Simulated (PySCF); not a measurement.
# C4H8Si: the cost of one run

Computed with PySCF 2.14.0, with density-fitted response routines of our own, on a single molecule in the gas phase. Atoms count from 0, in the outputs and in this text.

## (1) The molecule as given

13 atoms, charge 0, multiplicity 1; geometry from: GFN2-xTB. The atoms were then displaced at random by about 0.01 Å, so the start is not that level's minimum.

Bonds of the start (Å): C0–C1 1.54, C1–C2 1.49, C2–C3 1.27, C3–Si4 1.89, C3–C1 1.48, C0–H5 1.07, C0–H6 1.07, C0–H7 1.10, C1–H8 1.07, C2–H9 1.07, Si4–H10 1.45, Si4–H11 1.48, Si4–H12 1.49.

## (2) Optimising the geometry at PBE0-D3(BJ)/def2-SVP

The job: settings as JSON, then the geometry in Å.

```
{"job": {"xc": "PBE0", "basis": "def2-SVP", "d3": "d3bj", "grid": 1, "shake": 0.01, "kind": "geom"}, "charge": 0, "multiplicity": 1}
C      1.713950    -0.590900     0.714280
C      0.947550    -0.045250    -0.502680
C      0.418660     1.351500    -0.548520
C     -0.449180     0.440790    -0.380790
Si    -2.231940    -0.131710    -0.132380
H      2.761460    -0.389740     0.607510
H      1.539840    -1.638400     0.823880
H      1.362760    -0.060510     1.607860
H      1.260510    -0.506540    -1.413150
H      0.707690     2.374850    -0.623010
H     -2.613480    -0.976350    -1.247370
H     -2.273540    -0.895940     1.129390
H     -3.138470     1.051290    -0.045340
```

Started as:

```console
OMP_NUM_THREADS=1 python probes_run.py task.json out
```

This one command runs all jobs of the session in turn.

**Question.** How long does this first job take on 1 thread of Arm Neoverse V1, shared host, and how much memory does it need?

About 45 s, with a peak of 0.47 GiB.
